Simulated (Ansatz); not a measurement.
# BCl2HO + HCl: a complex and its separated parts

The complex below is one end of an elementary step. How strongly is it bound against its free parts?

Program: Ansatz 0.2.0, Gaussian basis. Level of theory: PBE0-D4/def2-TZVP structures, single points in def2-TZVPP, no counterpoise correction. These are calculated values, not measurements.

Levels: SPW92, PBE-D4, BLYP-D4, r2SCAN-D4, B97M-V, PBE0-D4, B3LYP-D4, r2SCAN0-D4, BHLYP-D4, CAM-B3LYP-D4, wB97X-V, wB97M-V, B2PLYP, PBE-QIDH, RPA on PBE, Hartree-Fock, MP2, CCSD, CCSD(T).

Cores are frozen in the correlated methods. B3LYP uses VWN-RPA correlation. B2PLYP carries no dispersion term here.

21 further runs of the same task are left out: 21 set aside as unsound or not needed.

## (1) The starting structure

The complex: 7 atoms, charge 0, spin multiplicity 1.

Atoms are counted from 1 here; the program's logs count them from 0.

Bond lengths: B1–O2 1.349 Å, B1–Cl3 1.739 Å, B1–Cl4 1.754 Å, O2–H7 0.963 Å, H5–Cl6 1.288 Å. Angles: O2–B1–Cl3 118.3°, O2–B1–Cl4 120.9°, Cl3–B1–Cl4 120.8°, B1–O2–H7 114.0°.

Geometry (Å):

```mol
BCl3H2O
  3D, bonds by distance, orders not assigned

  7  5  0  0  0  0  0  0  0  0999 V2000
   -0.6237    0.9638    0.0110 B   0  0
   -0.2868   -0.2886    0.3830 O   0  0
    0.3576    1.7611   -1.1836 Cl  0  0
   -2.0151    1.7683    0.7139 Cl  0  0
    1.2463   -1.3680   -0.3063 H   0  0
    2.1921   -2.1660   -0.6645 Cl  0  0
   -0.8704   -0.6707    1.0464 H   0  0
  1  2  8  0
  1  3  8  0
  1  4  8  0
  2  7  8  0
  5  6  8  0
M  END
```

Its parts: BCl2HO holds atoms 1, 2, 3, 4, 7; HCl holds atoms 5, 6. Each part counts its atoms afresh in its own runs.

## (2) Relaxing BCl2HO alone

relax-a/in.yaml

```yaml
crystal:
  periodic: [false, false, false]
  atoms:
    - {symbol: B, position_ang: [-0.623736, 0.963819, 0.010956]}
    - {symbol: O, position_ang: [-0.286833, -0.288593, 0.383015]}
    - {symbol: Cl, position_ang: [0.357648, 1.761092, -1.183584]}
    - {symbol: Cl, position_ang: [-2.015068, 1.768274, 0.713884]}
    - {symbol: H, position_ang: [-0.870422, -0.670732, 1.046374]}
basis:
  gaussian: {orbitals: def2-TZVP}
hamiltonian: {xc: pbe0, dispersion: d4}
relax: {f_tol: 0.005, max_steps: 200}
```

No record of the launch command was kept for these runs.

The program printed (excerpt; [...] marks lines left out):

```text
Functional definition: PBE0
  name "PBE0"
  cite "Adamo & Barone, J. Chem. Phys. 110, 6158 (1999) doi:10.1063/1.478522"
  cite "Perdew, Burke & Ernzerhof, Phys. Rev. Lett. 77, 3865 (1996) doi:10.1103/PhysRevLett.77.3865"
  parent pbe
[...]
900 factors; their error is unknown
[...]
mean field -27779.30132854 eV, -1020.8704943371 hartree, gradient 2.5e-5 eV, S^2 0.000000; 0 other end points of the search recorded, 0 dependent functions left out
[...]
reference -27779.30135341 eV, -1020.8704952511 hartree; 24, 24 occupied and 118, 118 virtual orbitals, 900 factors
relax step   1: F+E_penalty+E_count = -27779.39874583 eV  Δ(F+E_penalty+E_count) = +0.000e0 eV  max|allowed force component| = 5.081e-1 eV/Å  Δτ_max = 0.0000 Å  (27 SCF iters, accepted)
[...]
relax step   3: F+E_penalty+E_count = -27779.40021709 eV  Δ(F+E_penalty+E_count) = +9.828e-4 eV  max|allowed force component| = 1.192e-1 eV/Å  Δτ_max = 0.0189 Å  (31 SCF iters, rejected (line search))
[...]
relax step   4: F+E_penalty+E_count = -27779.40217988 eV  Δ(F+E_penalty+E_count) = -9.800e-4 eV  max|allowed force component| = 1.843e-3 eV/Å  Δτ_max = 0.0065 Å  (31 SCF iters, accepted)
900 factors; their error is unknown
mean field -27779.30475961 eV, -1020.8706204267 hartree, gradient 5.8e-5 eV, S^2 0.000000; 1 other end points of the search recorded, 0 dependent functions left out
[...]
reference -27779.30478449 eV, -1020.8706213410 hartree; 24, 24 occupied and 118, 118 virtual orbitals, 900 factors
Total energy: -27779.40220476 eV, -1020.8742014698 hartree
Atom 0 at    -0.620131     0.952759     0.013925 Å, force     0.001517    -0.000804    -0.001043 eV/Å
Atom 1 at    -0.284619    -0.291662     0.382598 Å, force     0.000140    -0.001843     0.001435 eV/Å
Atom 2 at     0.354148     1.766566    -1.183633 Å, force    -0.000359     0.000794    -0.000211 eV/Å
Atom 3 at    -2.014930     1.771404     0.712066 Å, force    -0.001383     0.001248     0.000628 eV/Å
Atom 4 at    -0.872880    -0.665207     1.045689 Å, force     0.000085     0.000604    -0.000808 eV/Å
Dipole moment:    -0.161847    -0.230747     0.248026 e Å
```

Run time: 7 s. Hardware: 4 threads, shared host; peak memory 0.3 GiB.

The steps of the relaxation:

```
step  energy from step 1 (eV)  largest force component (eV/Å)
   1                   0.0000                          0.5081
   2                  -0.0025                          0.2676
   3                  -0.0015                          0.1192
   4                  -0.0034                          0.0018
```

Close pairs (by a distance rule), those that changed most:

```
  bond  before (Å)  after (Å)  change (Å)
 B1–O2       1.349      1.341      -0.009
B1–Cl4       1.754      1.762      +0.007
B1–Cl3       1.739      1.745      +0.006
 O2–H5       0.963      0.962      -0.001
```

## (3) Relaxing HCl alone

relax-b/in.yaml

```yaml
crystal:
  periodic: [false, false, false]
  atoms:
    - {symbol: H, position_ang: [1.246295, -1.368001, -0.306276]}
    - {symbol: Cl, position_ang: [2.192114, -2.165958, -0.664470]}
basis:
  gaussian: {orbitals: def2-TZVP}
hamiltonian: {xc: pbe0, dispersion: d4}
relax: {f_tol: 0.005, max_steps: 200}
```

The program printed (excerpt; [...] marks lines left out):

```text
[... 5 set-up lines as earlier in the session ...]
[...]
312 factors; their error is unknown
[...]
mean field -12535.31504793 eV, -460.6643312696 hartree, gradient 4.2e-5 eV, S^2 0.000000; 0 other end points of the search recorded, 0 dependent functions left out
[...]
reference -12535.31506332 eV, -460.6643318353 hartree; 9, 9 occupied and 34, 34 virtual orbitals, 312 factors
relax step   1: F+E_penalty+E_count = -12535.31963322 eV  Δ(F+E_penalty+E_count) = +0.000e0 eV  max|allowed force component| = 2.175e-1 eV/Å  Δτ_max = 0.0000 Å  (21 SCF iters, accepted)
[...]
relax step   2: F+E_penalty+E_count = -12535.32080715 eV  Δ(F+E_penalty+E_count) = -1.174e-3 eV  max|allowed force component| = 8.882e-2 eV/Å  Δτ_max = 0.0028 Å  (25 SCF iters, accepted)
[...]
relax step   3: F+E_penalty+E_count = -12535.32103626 eV  Δ(F+E_penalty+E_count) = -2.291e-4 eV  max|allowed force component| = 1.376e-3 eV/Å  Δτ_max = 0.0019 Å  (25 SCF iters, accepted)
312 factors; their error is unknown
[...]
mean field -12535.31645840 eV, -460.6643831035 hartree, gradient 1.0e-5 eV, S^2 0.000000; 1 other end points of the search recorded, 0 dependent functions left out
[...]
reference -12535.31647374 eV, -460.6643836674 hartree; 9, 9 occupied and 34, 34 virtual orbitals, 312 factors
Total energy: -12535.32105160 eV, -460.6645519007 hartree
Atom 0 at     1.249763    -1.370927    -0.307589 Å, force    -0.001376     0.001161     0.000521 eV/Å
Atom 1 at     2.188646    -2.163032    -0.663157 Å, force     0.001376    -0.001161    -0.000521 eV/Å
Dipole moment:    -0.192798     0.162658     0.073015 e Å
```

It took 0.55 s on 4 threads, shared host.

Along the way:

```
step  energy from step 1 (eV)  largest force component (eV/Å)
   1                   0.0000                          0.2175
   2                  -0.0012                          0.0888
   3                  -0.0014                          0.0014
```

The bond:

```
  bond  before (Å)  after (Å)  change (Å)
H1–Cl2       1.288      1.279      -0.009
```

## (4) wB97M-V/def2-TZVPP

parta/in.yaml

```yaml
crystal:
  periodic: [false, false, false]
  atoms:
    - {symbol: B, position_ang: [-0.620131, 0.952759, 0.013925]}
    - {symbol: O, position_ang: [-0.284619, -0.291662, 0.382598]}
    - {symbol: Cl, position_ang: [0.354148, 1.766566, -1.183633]}
    - {symbol: Cl, position_ang: [-2.014930, 1.771404, 0.712066]}
    - {symbol: H, position_ang: [-0.872880, -0.665207, 1.045689]}
basis:
  gaussian: {orbitals: def2-TZVPP}
hamiltonian: {xc: {name: wB97M-V}}
```

partb/in.yaml

```yaml
crystal:
  periodic: [false, false, false]
  atoms:
    - {symbol: H, position_ang: [1.249763, -1.370927, -0.307589]}
    - {symbol: Cl, position_ang: [2.188646, -2.163032, -0.663157]}
basis:
  gaussian: {orbitals: def2-TZVPP}
hamiltonian: {xc: {name: wB97M-V}}
```

parta printed (excerpt; [...] marks lines left out):

```text
Functional definition: wB97M-V
  name "wB97M-V"
  cite "Mardirossian & Head-Gordon, J. Chem. Phys. 144, 214110 (2016) doi:10.1063/1.4952647"
  cite "Becke, J. Chem. Phys. 107, 8554 (1997) doi:10.1063/1.475007"
  cite "Vydrov & Van Voorhis, J. Chem. Phys. 133, 244103 (2010) doi:10.1063/1.3521275"
  # Of w^i u^j: cxij and so on, Table III.
[...]
  gx(w, u) = 1 - cx + cx01*u + cx10*w
  gss(w, u) = css00 + css04*u^4 + css10*w + css20*w^2 + css43*w^4*u^3
  gos(w, u) = cos00 + cos10*w + (cos20 + cos21*u)*w^2 + (cos60 + cos61*u)*w^6
[...]
      + integral(e_c_pw_mod_opposite_spin*gos(b97_w_opposite, b97_u_opposite)) + vv10(b, c)
999 factors; their error is unknown
174 factors; integrals over basis functions are off by at most 4.0e-5 eV
[...]
mean field -27788.69426157 eV, -1021.2156782593 hartree, gradient 7.8e-5 eV, S^2 0.000000; 0 other end points of the search recorded, 0 dependent functions left out
reference -27788.69429978 eV, -1021.2156796635 hartree; 24, 24 occupied and 136, 136 virtual orbitals, 999 factors
Total energy: -27788.69429978 eV, -1021.2156796635 hartree
```

partb printed (excerpt; [...] marks lines left out):

```text
[... 5 set-up lines as earlier in the session ...]
  # Of w^i u^j: cxij and so on, Table III.
[...]
  gx(w, u) = 1 - cx + cx01*u + cx10*w
  gss(w, u) = css00 + css04*u^4 + css10*w + css20*w^2 + css43*w^4*u^3
  gos(w, u) = cos00 + cos10*w + (cos20 + cos21*u)*w^2 + (cos60 + cos61*u)*w^6
[...]
      + integral(e_c_pw_mod_opposite_spin*gos(b97_w_opposite, b97_u_opposite)) + vv10(b, c)
369 factors; their error is unknown
61 factors; integrals over basis functions are off by at most 9.0e-5 eV
[...]
mean field -12538.73839189 eV, -460.7901368398 hartree, gradient 5.6e-5 eV, S^2 0.000000; 0 other end points of the search recorded, 0 dependent functions left out
reference -12538.73841494 eV, -460.7901376868 hartree; 9, 9 occupied and 47, 47 virtual orbitals, 369 factors
Total energy: -12538.73841494 eV, -460.7901376868 hartree
```

They took 3.7 s (parta), 0.45 s (partb) on 4 threads, shared host; peak memory 0.41 GiB.

## (5) CCSD(T)/def2-TZVPP

Each input of step 4 (parta, partb) changes in the same lines:

```diff
-hamiltonian: {xc: {name: wB97M-V}}
+correlation: {method: ccsd_t}
```

Output in parta (excerpt; [...] marks lines left out):

```text
Functional definition: HF
  name "HF"
  cite "Fock, Z. Phys. 61, 126 (1930) doi:10.1007/BF01340294"
[... 1 set-up line as earlier in the session ...]
[...]
985 factors; integrals over basis functions are off by at most 7.6e-4 eV
[...]
mean field -27737.73169911 eV, -1019.3428386325 hartree, gradient 1.7e-6 eV, S^2 0.000000; 0 other end points of the search recorded, 0 dependent functions left out
12 core orbitals not correlated: weight in the atoms' cores, before any rotation towards them, 1.000 or more for the frozen orbitals, at most 0.000 for the correlated occupied ones
reference -27737.73169911 eV, -1019.3428386325 hartree; 12, 12 occupied and 136, 136 virtual orbitals, 985 factors
second order -19.35237747 eV of doubles, -0.00000000 eV of singles
cycle   1  -19.77571923 eV  change   -4.2e-1 eV  update   8.7e-2
[...]
cycle   9  -20.25528282 eV  change   -8.9e-6 eV  update   1.3e-5
perturbative correction -0.84929903 eV, -0.0312111635 hartree
Total energy: -27758.83628096 eV, -1020.1184177101 hartree
```

Output in partb (excerpt; [...] marks lines left out):

```text
[... 4 set-up lines as earlier in the session ...]
[...]
322 factors; integrals over basis functions are off by at most 1.4e-3 eV
[...]
mean field -12519.93380704 eV, -460.0990810929 hartree, gradient 2.9e-6 eV, S^2 0.000000; 0 other end points of the search recorded, 0 dependent functions left out
5 core orbitals not correlated: weight in the atoms' cores, before any rotation towards them, 1.000 or more for the frozen orbitals, at most 0.000 for the correlated occupied ones
reference -12519.93380704 eV, -460.0990810929 hartree; 4, 4 occupied and 47, 47 virtual orbitals, 322 factors
second order -5.53925241 eV of doubles, -0.00000000 eV of singles
cycle   1  -5.96027787 eV  change   -4.2e-1 eV  update   3.9e-2
[...]
cycle   7  -6.10181734 eV  change   -5.7e-6 eV  update   7.9e-6
perturbative correction -0.21572129 eV, -0.0079276112 hartree
Total energy: -12526.25134568 eV, -460.3312463555 hartree
```

Wall times: 15 s (parta), 0.2 s (partb) on 4 threads, shared host; peak memory 1.1 GiB.

## (6) Vibrations of BCl2HO

vib-parta/in.yaml

```yaml
crystal:
  periodic: [false, false, false]
  atoms:
    - {symbol: B, position_ang: [-0.620131, 0.952759, 0.013925]}
    - {symbol: O, position_ang: [-0.284619, -0.291662, 0.382598]}
    - {symbol: Cl, position_ang: [0.354148, 1.766566, -1.183633]}
    - {symbol: Cl, position_ang: [-2.014930, 1.771404, 0.712066]}
    - {symbol: H, position_ang: [-0.872880, -0.665207, 1.045689]}
basis:
  gaussian: {orbitals: def2-TZVP}
hamiltonian: {xc: pbe0, dispersion: d4}
phonons: {temperatures: {t_min: 298.15, t_max: 900, t_step: 200}}
```

The program printed (excerpt; [...] marks lines left out):

```text
[... 5 set-up lines as earlier in the session ...]
[...]
900 factors; their error is unknown
[...]
mean field -27779.30475962 eV, -1020.8706204271 hartree, gradient 2.5e-5 eV, S^2 0.000000; 0 other end points of the search recorded, 0 dependent functions left out
[...]
reference -27779.30478450 eV, -1020.8706213414 hartree; 24, 24 occupied and 118, 118 virtual orbitals, 900 factors
[... from here to the last solve, the lines of the solves are left out (29 solves) ...]
900 factors; their error is unknown
[...]
mean field -27779.30467956 eV, -1020.8706174847 hartree, gradient 2.8e-6 eV, S^2 0.000000; 0 other end points of the search recorded, 0 dependent functions left out
[...]
reference -27779.30470443 eV, -1020.8706183988 hartree; 24, 24 occupied and 118, 118 virtual orbitals, 900 factors
Total energy: -27779.40220477 eV, -1020.8742014701 hartree
Atom 0 at    -0.620131     0.952759     0.013925 Å, force     0.001524    -0.000818    -0.001049 eV/Å
Atom 1 at    -0.284619    -0.291662     0.382598 Å, force     0.000129    -0.001832     0.001442 eV/Å
Atom 2 at     0.354148     1.766566    -1.183633 Å, force    -0.000360     0.000795    -0.000209 eV/Å
Atom 3 at    -2.014930     1.771404     0.712066 Å, force    -0.001385     0.001250     0.000630 eV/Å
Atom 4 at    -0.872880    -0.665207     1.045689 Å, force     0.000092     0.000605    -0.000814 eV/Å
Dipole moment:    -0.161847    -0.230746     0.248025 e Å
Vibrations: 264.87 354.77 507.28 565.93 583.57 867.09 1128.95 1382.96 3870.14 cm⁻¹, zero-point energy 0.590510 eV
```

Wall time 30 s (4 threads, shared host); peak memory 0.29 GiB.

The modes, with what each moves most:

```
mode  wavenumber (cm⁻¹)                       character
   1                265                            bend
   2                355                            bend
   3                507  torsion with out-of-plane bend
   4                566                    B–Cl stretch
   5                584                         torsion
   6                867          B–Cl stretch with bend
   7               1129                            bend
   8               1383                     B–O stretch
   9               3870                     O–H stretch
```

Vibrational sums (real modes only):

```
T (K)  entropy (J/mol/K)  heat capacity (J/mol/K)
  298               19.4                     31.9
  498               39.8                     47.1
  698               57.1                     54.9
  898               71.5                     59.4
```

## (7) Vibrations of HCl

vib-partb/in.yaml

```yaml
crystal:
  periodic: [false, false, false]
  atoms:
    - {symbol: H, position_ang: [1.249763, -1.370927, -0.307589]}
    - {symbol: Cl, position_ang: [2.188646, -2.163032, -0.663157]}
basis:
  gaussian: {orbitals: def2-TZVP}
hamiltonian: {xc: pbe0, dispersion: d4}
phonons: {temperatures: {t_min: 298.15, t_max: 900, t_step: 200}}
```

The program printed (excerpt; [...] marks lines left out):

```text
[... 5 set-up lines as earlier in the session ...]
[...]
312 factors; their error is unknown
[...]
mean field -12535.31645840 eV, -460.6643831035 hartree, gradient 4.2e-5 eV, S^2 0.000000; 0 other end points of the search recorded, 0 dependent functions left out
[...]
reference -12535.31647374 eV, -460.6643836674 hartree; 9, 9 occupied and 34, 34 virtual orbitals, 312 factors
[...]
312 factors; their error is unknown
[...]
mean field -12535.31645840 eV, -460.6643831036 hartree, gradient 1.1e-6 eV, S^2 0.000000; 0 other end points of the search recorded, 0 dependent functions left out
[...]
reference -12535.31647375 eV, -460.6643836675 hartree; 9, 9 occupied and 34, 34 virtual orbitals, 312 factors
[...]
312 factors; their error is unknown
mean field -12535.31636031 eV, -460.6643794988 hartree, gradient 6.3e-7 eV, S^2 0.000000; 0 other end points of the search recorded, 0 dependent functions left out
[...]
reference -12535.31637567 eV, -460.6643800632 hartree; 9, 9 occupied and 34, 34 virtual orbitals, 312 factors
[...]
312 factors; their error is unknown
[...]
mean field -12535.31635410 eV, -460.6643792706 hartree, gradient 4.5e-7 eV, S^2 0.000000; 0 other end points of the search recorded, 0 dependent functions left out
[...]
reference -12535.31636943 eV, -460.6643798340 hartree; 9, 9 occupied and 34, 34 virtual orbitals, 312 factors
Total energy: -12535.32105161 eV, -460.6645519007 hartree
Atom 0 at     1.249763    -1.370927    -0.307589 Å, force    -0.001361     0.001149     0.000516 eV/Å
Atom 1 at     2.188646    -2.163032    -0.663157 Å, force     0.001361    -0.001149    -0.000516 eV/Å
Dipole moment:    -0.192799     0.162658     0.073016 e Å
Vibrations: 2997.47 cm⁻¹, zero-point energy 0.185819 eV
```

Wall time 1.1 s (4 threads, shared host).

Wavenumbers and character of the modes:

```
mode  wavenumber (cm⁻¹)     character
   1               2997  Cl–H stretch
```

Vibrational sums (real modes only):

```
T (K)  entropy (J/mol/K)  heat capacity (J/mol/K)
  298                0.0                      0.0
  498                0.0                      0.1
  698                0.1                      0.7
  898                0.4                      1.6
```

## (8) Complex less separated parts

The complex's own energies come from single points at the same levels. Levels not printed above were run the same way.

Rows are in def2-TZVPP; times add the 3 runs of a level on a shared host, so small differences are noise.

Differences are taken before rounding.

```
      method                    rung  complex less parts (kJ/mol)  from CCSD(T) (kJ/mol)   time
       SPW92                     LDA                        -25.3                  -11.1  1.8 s
      PBE-D4                     GGA                        -17.7                   -3.5  2.6 s
     BLYP-D4                     GGA                        -16.7                   -2.5  2.9 s
   r2SCAN-D4                meta-GGA                        -15.4                   -1.2  6.1 s
      B97M-V                meta-GGA                        -15.5                   -1.3   10 s
     PBE0-D4                  hybrid                        -16.4                   -2.2    4 s
    B3LYP-D4                  hybrid                        -16.5                   -2.3  3.8 s
  r2SCAN0-D4                  hybrid                        -15.2                   -1.0  6.7 s
    BHLYP-D4                  hybrid                        -16.3                   -2.1  3.5 s
CAM-B3LYP-D4  range-separated hybrid                        -17.3                   -3.1  4.2 s
     wB97X-V  range-separated hybrid                        -14.7                   -0.5  9.4 s
     wB97M-V  range-separated hybrid                        -14.6                   -0.4   11 s
      B2PLYP           double hybrid                        -12.7                   +1.5    6 s
    PBE-QIDH           double hybrid                        -13.9                   +0.3  6.5 s
  RPA on PBE                     RPA                        -11.6                   +2.7  5.8 s
Hartree-Fock            wavefunction                         -4.8                   +9.4       
         MP2            wavefunction                        -15.8                   -1.6       
        CCSD            wavefunction                        -12.6                   +1.6       
     CCSD(T)            wavefunction                        -14.2                      0  100 s
```

Among the levels timed on like hardware and quicker than the yardstick, those that no quicker one beats, quickest first: SPW92 (1.8 s, -11.1 kJ/mol); PBE-D4 (2.6 s, -3.5 kJ/mol); BLYP-D4 (2.9 s, -2.5 kJ/mol); BHLYP-D4 (3.5 s, -2.1 kJ/mol); B2PLYP (6 s, +1.5 kJ/mol); r2SCAN-D4 (6.1 s, -1.2 kJ/mol); PBE-QIDH (6.5 s, +0.3 kJ/mol).

For cost: PBE-QIDH gets within 0.3 kJ/mol in 6.5 s, where CCSD(T) took 100 s; the quickest level in the cost chart, SPW92, takes 1.8 s and misses by 11.1 kJ/mol.

The complex's zero-point energy, from a separate PBE0-D4 run, is 0.822 eV.

## (9) Summary of results

| quantity | value |
| --- | --- |
| complex less parts, CCSD(T)/def2-TZVPP | -14.2 kJ/mol |
| with zero-point energy | -9.8 kJ/mol |
| largest T1 diagnostic | 0.011 |

At CCSD(T) the complex lies 14.2 kJ/mol below its parts. Among the functionals PBE-QIDH lands nearest to CCSD(T) (+0.3 kJ/mol) and SPW92 farthest (-11.1 kJ/mol). By rung, the mean size of the error is: LDA 11.1, GGA 3.0, meta-GGA 1.2, hybrid 1.9, range-separated hybrid 1.3, double hybrid 0.9 kJ/mol. PBE-D4 gives a relative energy 3.5 kJ/mol too low, inside chemical accuracy (1 kcal/mol, 4.2 kJ/mol). No counterpoise was applied, and triple zeta lacks some correlation, so the CCSD(T) reference has a basis error of its own, and close matches with it are partly luck.
